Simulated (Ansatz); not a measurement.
**C2H6Cl2SSi2: one species, many methods**

The task here is to estimate one member of a computed series from the others.

Computed with Ansatz 0.2.0, Gaussian basis. Level: functionals in def2-TZVPP, the program's frozen cores in correlated methods.

Plan: PBE-D4, r2SCAN-D4, PBE0-D4, B3LYP-D4, ωB97X-V, ωB97M-V, B2PLYP; CCSD(T)/def2-TZVPP; MP2/def2-QZVPP; extrapolation to the limit.

## Structure used throughout

The geometry comes from an earlier relaxation with PBE0-D4 in a triple-zeta def2 set; it is a stationary point, not always the lowest conformer.

SMILES `C=C[SiH2]S[SiH](Cl)Cl`, 13 atoms, charge 0, spin multiplicity 1.

Atoms are counted from 1 here; the program's logs count them from 0.

Bond lengths: C1–C2 1.330 Å, C1–H8 1.086 Å, C1–H9 1.086 Å, C2–Si3 1.848 Å, C2–H10 1.088 Å, Si3–S4 2.160 Å, Si3–H11 1.484 Å, Si3–H12 1.483 Å, S4–Si5 2.105 Å, Si5–Cl6 2.046 Å, Si5–Cl7 2.044 Å, Si5–H13 1.473 Å. Angles: C2–C1–H8 121.7°, C2–C1–H9 122.1°, H8–C1–H9 116.2°, C1–C2–Si3 121.6°, C1–C2–H10 119.0°, Si3–C2–H10 119.4°, C2–Si3–S4 112.5°, C2–Si3–H11 112.5°, C2–Si3–H12 109.4°, S4–Si3–H11 101.6°, S4–Si3–H12 110.2°, H11–Si3–H12 110.5°, Si3–S4–Si5 102.1°, S4–Si5–Cl6 112.3°, S4–Si5–Cl7 112.6°, S4–Si5–H13 107.8°, Cl6–Si5–Cl7 107.7°, Cl6–Si5–H13 108.5° and more.

Geometry (Å):

```mol
C2H6Cl2SSi2
  3D, bonds by distance, orders not assigned

 13 12  0  0  0  0  0  0  0  0999 V2000
   -0.8323    1.5727   -1.1614 C   0  0
   -0.0914    0.4924   -1.3933 C   0  0
    1.4637    0.1641   -0.4498 Si  0  0
    1.3908   -1.6998    0.6403 S   0  0
   -0.4249   -1.5259    1.6908 Si  0  0
   -0.6785    0.3369    2.4985 Cl  0  0
   -2.0519   -1.9229    0.5185 Cl  0  0
   -0.5601    2.2994   -0.4011 H   0  0
   -1.7460    1.7758   -1.7128 H   0  0
   -0.4144   -0.2164   -2.1528 H   0  0
    2.6313   -0.0547   -1.3395 H   0  0
    1.7231    1.2910    0.4779 H   0  0
   -0.4094   -2.5126    2.7847 H   0  0
  1  2  8  0
  2  3  8  0
  3  4  8  0
  4  5  8  0
  5  6  8  0
  5  7  8  0
  1  8  8  0
  1  9  8  0
  2 10  8  0
  3 11  8  0
  3 12  8  0
  5 13  8  0
M  END
```

The first run:

in.yaml

```yaml
crystal:
  periodic: [false, false, false]
  atoms:
    - {symbol: C, position_ang: [-0.832325, 1.572700, -1.161399]}
    - {symbol: C, position_ang: [-0.091396, 0.492399, -1.393342]}
    - {symbol: Si, position_ang: [1.463698, 0.164055, -0.449822]}
    - {symbol: S, position_ang: [1.390786, -1.699782, 0.640343]}
    - {symbol: Si, position_ang: [-0.424915, -1.525909, 1.690848]}
    - {symbol: Cl, position_ang: [-0.678485, 0.336872, 2.498456]}
    - {symbol: Cl, position_ang: [-2.051882, -1.922876, 0.518491]}
    - {symbol: H, position_ang: [-0.560123, 2.299386, -0.401104]}
    - {symbol: H, position_ang: [-1.745995, 1.775759, -1.712830]}
    - {symbol: H, position_ang: [-0.414402, -0.216357, -2.152774]}
    - {symbol: H, position_ang: [2.631321, -0.054679, -1.339458]}
    - {symbol: H, position_ang: [1.723086, 1.290977, 0.477867]}
    - {symbol: H, position_ang: [-0.409378, -2.512554, 2.784733]}
basis:
  gaussian: {orbitals: def2-TZVPP}
hamiltonian: {xc: pbe, dispersion: d4}
output: {forces: true, orbitals: {seedname: orbitals}}
```

The run is started by

```
ansatz run in.yaml --threads 2 --pin off --events-out ev --progress --plain --max-ram 32768MiB --backend cuda --devices 0, --max-vram 18GiB
```

Among the steps run: PBE-D4 (GGA); r2SCAN-D4 (meta-GGA); PBE0-D4 (hybrid); B3LYP-D4 (hybrid); ωB97X-V (range-separated); ωB97M-V (range-separated); B2PLYP (double hybrid); CCSD(T) in def2-TZVPP; MP2 in def2-QZVPP.

One of the session's tables, all rows but one given; the rest of the session is left out.

| method | atomisation energy (kJ/mol) |
| --- | --- |
| PBE-D4 | 4734.1 |
| r2SCAN-D4 | 4698.0 |
| PBE0-D4 | 4684.9 |
| B3LYP-D4 | 4646.0 |
| ωB97X-V | 4698.6 |
| ωB97M-V | 4698.8 |
| B2PLYP | 4586.9 |
| HF/def2-TZVPP | ? |
| MP2/def2-TZVPP | 4627.4 |
| CCSD/def2-TZVPP | 4453.9 |
| CCSD(T)/def2-TZVPP | 4533.7 |
| MP2/CBS | 4769.8 |
| CCSD(T)/CBS | 4676.1 |

Estimate the missing values for HF/def2-TZVPP.

**Answer.** atomisation energy (kJ/mol): 3479.3. In the column «atomisation energy (kJ/mol)» it is the lowest.
